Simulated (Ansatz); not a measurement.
Working through a convergence test of the plane-wave cutoff of Cu, space group P6_3/mmc

Program: the Python package of Ansatz (0.2.0).

The cells in order, each with its output:

In [1]:
```python
import csv
import warnings

import ansatz as az
from pymatgen.core import Lattice, Structure
from pymatgen.io.ase import AseAtomsAdaptor
```

In [2]:
```python
warnings.simplefilter("ignore", az.DeckWarning)
```

In [3]:
```python
pmg_structure = Structure(
    Lattice([[2.53076, 0.0, 0.0], [-1.26538, 2.19171, 0.0], [0.0, 0.0, 8.26182]]),
    ["Cu", "Cu", "Cu", "Cu"],
    [
        [0.0, 0.0, 0.0],
        [1 / 3, 2 / 3, 0.25],
        [0.0, 0.0, 0.5],
        [2 / 3, 1 / 3, 0.75],
    ],
)
cu = az.Crystal.from_ase(AseAtomsAdaptor.get_atoms(pmg_structure))
```

In [4]:
```python
calculation = cu.calculation()
calculation = calculation.occupations("fermi_dirac", width=0.1)
calculation = calculation.kpoints(mesh=(9, 9, 3))
calculation = calculation.functional("r2scan").stress()
```

In [5]:
```python
rows = []
for value in [250, 325, 400, 475, 550]:
    r = calculation.basis(value).run().report
    rows.append((value, r["free_energy_ev"] / len(r["lattice"]["sites"]), r["n_iterations"], sum(r["stress_gpa"][i][i] for i in range(3)) / 3, r["n_pw"]))
```

In [6]:
```python
with open("ecut.csv", "w", newline="") as handle:
    writer = csv.writer(handle)
    writer.writerow(["cutoff (eV)", "F/atom (eV)", "iterations", "P (GPa)", "plane waves"])
    writer.writerows([round(v, 5) if isinstance(v, float) else v for v in row] for row in rows)
```

In [7]:
```python
for row in rows[:-1]:
    shift = 1000 * (row[1] - rows[-1][1])
    print(f"{row[0]}: {shift:+.2f} meV/atom" + ("  (within 5 meV)" if abs(shift) < 5 else ""))
```
```text
250: +2479.82 meV/atom
325: +59.72 meV/atom
400: +4.34 meV/atom  (within 5 meV)
475: +1.10 meV/atom  (within 5 meV)
```

It writes `ecut.csv`:
```csv
cutoff (eV),F/atom (eV),iterations,P (GPa),plane waves
250,-6628.76234,9,2.88619,411
325,-6631.18245,9,0.3829,613
400,-6631.23782,8,-0.08915,813
475,-6631.24106,8,-0.16792,1091
550,-6631.24216,8,-0.16035,1351
```

From 400 eV on it stays within 5 meV an atom of the value at 550 eV; the first row (250 eV) is off by 2479.8 meV and the last but one by 1.10 meV. The energy falls steadily, as expected when plane waves are added. The pressure moves from 2.89 to -0.16 GPa (the program's stress holds a Pulay correction, so it settles early). The last run costs about 2.1 times the first.

The mesh is modest for a metal, so energies can be off by several to tens of meV an atom and pressures by half a GPa or more; differences at equal mesh fare better. Pressure is positive in compression. This isn't the structure that Cu takes at ambient conditions. Shifts are counted from the last row, which is itself no proven limit. The script silences the warnings on its input, which a real study should read. Wall time of the script: 22 s on 1 thread of Intel(R) Xeon(R) Processor @ 2.30GHz (shared host), peak memory 0.7 GiB.
